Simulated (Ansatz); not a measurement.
# CoGe+ (triplet): the correlation ladder, def2-SVP

The task here is to estimate one member of a computed series from the others.

Program: Ansatz 0.2.0, Gaussian basis. Level of theory: def2-SVP, core rule «outside noble gas», up to 23 orbitals frozen. These are calculated values, not measurements.

The runs, in order: UHF; CCSD(T) on ROHF; CCSD(T) on UHF; CISD; CCSDT(Q) on ROHF; CCSDT(Q) on UHF; CASSCF and MRCISD+Q, 12 electrons in 10 orbitals; CASSCF and NEVPT2, 12 electrons in 10 orbitals.

19 further runs of the same task are left out: 2 for a known fault of the program, 5 that didn't finish, 12 set aside as unsound or not needed.

### The system

The geometry is a PBE0/def2-TZVP stationary point (not a proven minimum) of the parent state, kept for this charge and spin. No spin-orbit coupling is included. The filled d shell of Ge may be among the frozen orbitals whatever the setting's name suggests; the logs give the count.

2 atoms, charge 1, spin multiplicity 3.

Atoms are counted from 1 here; the program's logs count them from 0.

Bond lengths: Co1–Ge2 2.243 Å.

The first run:

File in.yaml:

```yaml
crystal:
  periodic: [false, false, false]
  atoms:
    - {symbol: Co, position_ang: [0.000000, 0.000000, 0.000000]}
    - {symbol: Ge, position_ang: [0.000000, 0.000000, 2.243000]}
basis:
  gaussian: {orbitals: def2-SVP}
total_charge: 1
magnetization: {spin_polarized: true, initial_magnetization: 2}
hamiltonian: {xc: hf}
output: {orbitals: {seedname: orbitals}}
```

Run with:

```bash
> ansatz run in.yaml --threads 1 --pin off --events-out ev --progress --plain --max-ram 2393MiB
```

Among the steps run: UHF; CCSD(T) on ROHF; CCSD(T) on UHF; CISD; CCSDT(Q) on ROHF; CCSDT(Q) on UHF; CASSCF and MRCISD+Q, 12 electrons in 10 orbitals; CASSCF and NEVPT2, 12 electrons in 10 orbitals.

One of the session's tables, all rows but one given; the rest of the session is left out.

| method | from RCCSDT(Q) (meV) |
| --- | --- |
| ROHF | +8923.5 |
| RMP2 | ? |
| UMP2 | +1567.7 |
| CISD | +1931.3 |
| RCCSD | +964.9 |
| UCCSD | +895.3 |
| RCCSD(T) | +327.7 |
| UCCSD(T) | +413.3 |
| RCCSDT | +218.6 |
| UCCSDT | +232.3 |
| RCCSDT(Q) | 0 |
| UCCSDT(Q) | -38.5 |
| CASSCF valence | +5966.6 |
| NEVPT2 valence | +1199.8 |
| MRCISD valence | +752.7 |
| MRCISD+Q valence | +374.0 |

Q: Estimate the row for RMP2 from the others.

The run gave: from RCCSDT(Q) (meV): +1526.1. In the column «from RCCSDT(Q) (meV)» it lies between NEVPT2 valence (+1199.8) and UMP2 (+1567.7).

Among the levels timed on like hardware and quicker than the yardstick, those that no quicker one beats, quickest first: CISD (30 s, +1931.3 meV); NEVPT2 valence (40 s, +1199.8 meV); MRCISD+Q valence (43 s, +374.0 meV); RCCSD(T) (2.3 min, +327.7 meV).

Left out of the table: UHF (another determinant or state than the rows shown).

Limits of these values: The determinant is far from a pure spin state, so its energy mixes those of several spin states (harmless only where they are near-degenerate, as at dissociation). The program flags RCCSD(T), UCCSD(T), RCCSDT(Q) as in doubt, so the zero of the table is itself unsure. Warnings: spin contamination; coupled cluster took another determinant than the lowest; large T1 diagnostic. Restricted and unrestricted rows rest on different reference determinants; where their highest levels disagree by more than a few hundredths of an eV, they describe different states and don't form one ladder. Warnings in the runs' records: large difference.
